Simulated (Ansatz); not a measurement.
**Ta3AsAu2O13 in Ansatz: the effect of Hubbard term**

The system is Ta3AsAu2O13.

```
Ta As Au O
1.0
     5.72385   -0.00745   -0.00403
     1.30279    6.25499    0.00561
     0.27574    1.30074    8.36754
Ta As Au O
3 1 2 13
Cartesian
  1.8016 2.6675 4.8901
  0.6106 1.9943 8.3559
  4.2828 4.5395 4.2252
  4.7578 6.6860 6.9518
  3.4916 0.8150 1.5556
  1.4492 5.7148 3.7432
  4.8936 5.2811 5.9496
  3.3221 1.7411 5.8246
  6.2809 6.7422 7.6940
  3.3672 6.6706 7.9235
  4.5687 1.8638 0.2577
  1.7240 1.5064 0.9269
  0.9962 1.2256 4.1088
  3.3758 2.9946 3.6400
  0.9058 2.6910 6.5776
  6.1615 3.9169 3.8186
  4.0664 5.7780 2.9290
  2.4385 4.7506 5.2300
  6.5613 6.2408 1.8957
```

The cell was built by a generator and needn't be a form met in nature.

Alike in all runs:

| Property | Result |
| --- | --- |
| Program | Ansatz 0.2.0 |
| Task | projected density of states |
| Functional | PBE |
| Potentials or basis | Ansatz PAW |
| Cutoff | 420 eV (not typed: the program's choice for these potentials) |
| k mesh | 5 × 5 × 4 |
| Occupations | fermi-dirac, width 0.05 eV |
| Spin | no spin polarisation |
| Hubbard projectors | ortho-atomic (the default) |
| Double counting | fll (the default) |

```csv
Hubbard term,gap on the mesh (eV),pressure (GPa),largest force (eV/Å)
"Au d U = 2 eV, Ta d U = 2 eV",?,?,?
"Au d U = 4 eV, Ta d U = 4 eV",1.46,1.4,0.23
"Au d U = 6 eV, Ta d U = 6 eV",1.45,2.3,0.35
"Au d U = 8 eV, Ta d U = 8 eV",1.41,3.2,0.51
```

**Question.** What does the run with Hubbard term Au d U = 2 eV, Ta d U = 2 eV give?

**Answer.** gap on the mesh 1.41 eV; pressure 0.7 GPa; largest force 0.13 eV/Å.

Worked out: A straight line through the other rows of the gap on the mesh, of slope -0.0125 eV per eV, extrapolates to 1.49 eV, against the run's 1.41. A straight line through the other rows of the pressure, of slope 0.45 GPa per eV, extrapolates to 0.5 GPa, against the run's 0.7. A straight line through the other rows of the largest force, of slope 0.07 eV/Å per eV, extrapolates to 0.08 eV/Å, against the run's 0.13.

Caveats: odd divisions of the mesh miss points on the zone boundary, where band edges often lie, so the gap on the mesh can be too wide; spin-orbit coupling is left out, which moves the levels of the heavy elements.

A k mesh can miss the band edges.
